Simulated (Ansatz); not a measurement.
# CH₄ClInO: how energies converge with the basis set

How large a basis does CH₄ClInO need? Two functionals are run in growing sets.

Method: one geometry, several basis sets; program: Ansatz 0.2.0, Gaussian basis.

The runs, in order: PBE0-D4/def2-SVP; ωB97M-V/def2-SVP; PBE0-D4/def2-QZVPP; ωB97M-V/def2-QZVPP; the functionals' def2-TZVPP values are taken from earlier runs.

## (1) The relaxed structure

An earlier PBE0-D4 in a triple-zeta def2 set relaxation fixed the geometry. In takes the def2 core potential; no spin-orbit term is included.

8 atoms, charge 0, spin multiplicity 1.

Atoms are counted from 1 here; the program's logs count them from 0.

Bond lengths: C1–In2 2.131 Å, C1–H5 1.090 Å, C1–H6 1.088 Å, C1–H7 1.090 Å, In2–O3 1.978 Å, In2–Cl4 2.327 Å, O3–H8 0.960 Å. Angles: In2–C1–H5 109.7°, In2–C1–H6 109.0°, In2–C1–H7 109.3°, H5–C1–H6 110.0°, H5–C1–H7 109.1°, H6–C1–H7 109.7°, C1–In2–O3 129.7°, C1–In2–Cl4 122.2°, O3–In2–Cl4 108.1°, In2–O3–H8 113.3°.

As a file:

```tsv
atom	x (Å)	y (Å)	z (Å)
C1	-0.8330	1.0321	-0.2872
In2	0.3713	-0.7231	-0.1847
O3	1.6182	-1.3200	1.2300
Cl4	0.3798	-2.3202	-1.8774
H5	-0.2132	1.9133	-0.1234
H6	-1.3009	1.0842	-1.2684
H7	-1.6015	0.9880	0.4847
H8	1.6717	-0.7114	1.9707
```

## (2) PBE0-D4 in def2-SVP

The input, in.yaml:

```yaml
crystal:
  periodic: [false, false, false]
  atoms:
    - {symbol: C, position_ang: [-0.833041, 1.032146, -0.287220]}
    - {symbol: In, position_ang: [0.371291, -0.723100, -0.184716]}
    - {symbol: O, position_ang: [1.618191, -1.320046, 1.229958]}
    - {symbol: Cl, position_ang: [0.379756, -2.320194, -1.877445]}
    - {symbol: H, position_ang: [-0.213165, 1.913348, -0.123404]}
    - {symbol: H, position_ang: [-1.300939, 1.084189, -1.268415]}
    - {symbol: H, position_ang: [-1.601548, 0.988017, 0.484680]}
    - {symbol: H, position_ang: [1.671655, -0.711361, 1.970664]}
basis:
  gaussian: {orbitals: def2-SVP}
hamiltonian: {xc: pbe0, dispersion: d4}
output: {orbitals: {seedname: orbitals}}
```

Launch:

```sh
$ ansatz run in.yaml --threads 4 --pin off --events-out ev --progress --plain --max-ram 10444MiB
```

The log of the run:

```text
Functional definition: PBE0
  name "PBE0"
  cite "Adamo & Barone, J. Chem. Phys. 110, 6158 (1999) doi:10.1063/1.478522"
  cite "Perdew, Burke & Ernzerhof, Phys. Rev. Lett. 77, 3865 (1996) doi:10.1103/PhysRevLett.77.3865"
  parent pbe
  parameter a = 0.25
  parameter kappa = 0.804
  parameter beta = 0.06672455060314922
  exchange = (1 - a)*pbe_x(kappa = kappa, mu = beta*pi^2/3) + a*exact_x
  correlation = pbe_c(beta = beta)
981 factors; integrals over basis functions are off by at most 1.2e-3 eV
mean field evaluation 1: about -20823.6602 eV, gradient 6.7e1 eV
mean field evaluation 2: about -20793.4824 eV, gradient 1.3e2 eV
mean field evaluation 4: about -20833.1058 eV, gradient 7.1e0 eV
mean field evaluation 8: about -20833.3577 eV, gradient 7.0e-1 eV
mean field evaluation 16: about -20833.3592 eV, gradient 8.8e-5 eV
mean field -20833.35919934 eV, -765.6118292176 hartree, gradient 1.1e-5 eV, S^2 0.000000; 0 other end points of the search recorded, 0 dependent functions left out
reference -20833.35923514 eV, -765.6118305335 hartree; 28, 28 occupied and 64, 64 virtual orbitals, 981 factors
Total energy: -20833.48486248 eV, -765.6164472528 hartree
```

Run time: 0.45 s. Hardware: 4 threads of AMD EPYC 9R45, shared host.

## (3) ωB97M-V in def2-SVP

Edit in.yaml of step 2 so:

```diff
@@ -13,3 +13,3 @@
   gaussian: {orbitals: def2-SVP}
-hamiltonian: {xc: pbe0, dispersion: d4}
+hamiltonian: {xc: {name: wB97M-V}}
 output: {orbitals: {seedname: orbitals}}
```

Same command.

The log of the run (excerpt; [...] marks lines left out):

```text
Functional definition: wB97M-V
  name "wB97M-V"
  cite "Mardirossian & Head-Gordon, J. Chem. Phys. 144, 214110 (2016) doi:10.1063/1.4952647"
  cite "Becke, J. Chem. Phys. 107, 8554 (1997) doi:10.1063/1.475007"
  cite "Vydrov & Van Voorhis, J. Chem. Phys. 133, 244103 (2010) doi:10.1063/1.3521275"
  # Of w^i u^j: cxij and so on, Table III.
[...]
  gx(w, u) = 1 - cx + cx01*u + cx10*w
  gss(w, u) = css00 + css04*u^4 + css10*w + css20*w^2 + css43*w^4*u^3
  gos(w, u) = cos00 + cos10*w + (cos20 + cos21*u)*w^2 + (cos60 + cos61*u)*w^6
[...]
      + integral(e_c_pw_mod_opposite_spin*gos(b97_w_opposite, b97_u_opposite)) + vv10(b, c)
981 factors; integrals over basis functions are off by at most 1.2e-3 eV
247 factors; integrals over basis functions are off by at most 8.2e-6 eV
[...]
mean field -20837.60312319 eV, -765.7677905426 hartree, gradient 6.3e-5 eV, S^2 0.000000; 0 other end points of the search recorded, 0 dependent functions left out
reference -20837.60317968 eV, -765.7677926184 hartree; 28, 28 occupied and 64, 64 virtual orbitals, 981 factors
Total energy: -20837.60317968 eV, -765.7677926184 hartree
```

Wall time 1.4 s (4 threads of AMD EPYC 9R45, shared host); peak memory 0.3 GiB.

## (4) PBE0-D4 in def2-QZVPP

Edit in.yaml of step 3 so:

```diff
@@ -12,4 +12,4 @@
 basis:
-  gaussian: {orbitals: def2-SVP}
-hamiltonian: {xc: {name: wB97M-V}}
+  gaussian: {orbitals: "def2-QZVPP.json"}
+hamiltonian: {xc: pbe0, dispersion: d4}
 output: {orbitals: {seedname: orbitals}}
```

The command is unchanged.

The log of the run:

```text
Functional definition: PBE0
  name "PBE0"
  cite "Adamo & Barone, J. Chem. Phys. 110, 6158 (1999) doi:10.1063/1.478522"
  cite "Perdew, Burke & Ernzerhof, Phys. Rev. Lett. 77, 3865 (1996) doi:10.1103/PhysRevLett.77.3865"
  parent pbe
  parameter a = 0.25
  parameter kappa = 0.804
  parameter beta = 0.06672455060314922
  exchange = (1 - a)*pbe_x(kappa = kappa, mu = beta*pi^2/3) + a*exact_x
  correlation = pbe_c(beta = beta)
1467 factors; their error is unknown
mean field evaluation 1: about -20829.9090 eV, gradient 8.1e1 eV
mean field evaluation 2: about -20794.5792 eV, gradient 1.5e2 eV
mean field evaluation 4: about -20842.2759 eV, gradient 9.3e0 eV
mean field evaluation 8: about -20842.4655 eV, gradient 1.9e-1 eV
mean field evaluation 16: about -20842.5245 eV, gradient 2.6e-4 eV
mean field -20842.52446011 eV, -765.9486463385 hartree, gradient 2.3e-5 eV, S^2 0.000000; 0 other end points of the search recorded, 0 dependent functions left out
reference -20842.52450230 eV, -765.9486478889 hartree; 28, 28 occupied and 358, 358 virtual orbitals, 1467 factors
Total energy: -20842.65012963 eV, -765.9532646082 hartree
```

It took 2 s on 4 threads of AMD EPYC 9R45, shared host; peak memory 1.2 GiB.

## (5) ωB97M-V in def2-QZVPP

Edit in.yaml of step 4 so:

```diff
@@ -13,3 +13,3 @@
   gaussian: {orbitals: "def2-QZVPP.json"}
-hamiltonian: {xc: pbe0, dispersion: d4}
+hamiltonian: {xc: {name: wB97M-V}}
 output: {orbitals: {seedname: orbitals}}
```

Launched as before.

The log of the run (excerpt; [...] marks lines left out):

```text
Functional definition: wB97M-V
  name "wB97M-V"
  cite "Mardirossian & Head-Gordon, J. Chem. Phys. 144, 214110 (2016) doi:10.1063/1.4952647"
  cite "Becke, J. Chem. Phys. 107, 8554 (1997) doi:10.1063/1.475007"
  cite "Vydrov & Van Voorhis, J. Chem. Phys. 133, 244103 (2010) doi:10.1063/1.3521275"
  # Of w^i u^j: cxij and so on, Table III.
[...]
  gx(w, u) = 1 - cx + cx01*u + cx10*w
  gss(w, u) = css00 + css04*u^4 + css10*w + css20*w^2 + css43*w^4*u^3
  gos(w, u) = cos00 + cos10*w + (cos20 + cos21*u)*w^2 + (cos60 + cos61*u)*w^6
[...]
      + integral(e_c_pw_mod_opposite_spin*gos(b97_w_opposite, b97_u_opposite)) + vv10(b, c)
1411 factors; their error is unknown
320 factors; integrals over basis functions are off by at most 3.7e-5 eV
[...]
mean field -20846.85275077 eV, -766.1077080864 hartree, gradient 2.7e-5 eV, S^2 0.000000; 0 other end points of the search recorded, 0 dependent functions left out
reference -20846.85282063 eV, -766.1077106540 hartree; 28, 28 occupied and 358, 358 virtual orbitals, 1411 factors
Total energy: -20846.85282063 eV, -766.1077106540 hartree
```

Run time: 4.5 s. Hardware: 4 threads of AMD EPYC 9R45, shared host; peak memory 1.4 GiB.

## (6) Functionals by basis

The def2-TZVPP values come from earlier runs at the same geometry.

```tsv
functional	basis	functions	energy (eV)	from the largest (eV)	HOMO (eV)	LUMO (eV)
PBE0-D4	def2-SVP	92	-20833.4849	9.165	-8.04	-1.03
PBE0-D4	def2-TZVPP	210	-20842.0371	0.613	-8.21	-1.29
PBE0-D4	def2-QZVPP	386	-20842.6501	0.000	-8.24	-1.42
ωB97M-V	def2-SVP	92	-20837.6032	9.250	-10.23	0.74
ωB97M-V	def2-TZVPP	210	-20846.2613	0.592	-10.43	0.41
ωB97M-V	def2-QZVPP	386	-20846.8528	0.000	-10.46	0.10
```

## (7) Summary of results

| quantity | value |
| --- | --- |
| PBE0-D4: double and triple zeta above quadruple | 9.17, 0.61 eV |
| ωB97M-V: double and triple zeta above quadruple | 9.25, 0.59 eV |

What this shows: For PBE0-D4 the step from double to triple zeta gains 8.55 eV and the next only 0.61 eV. Total energies overstate the basis error of differences, where much of it tends to cancel. The LUMO of ωB97M-V is positive and keeps falling with the basis (0.74 to 0.10 eV): an unbound level that the basis holds in place.

For PBE0-D4 the largest set took about 5 times as long as the smallest (2 s against 0.45 s).
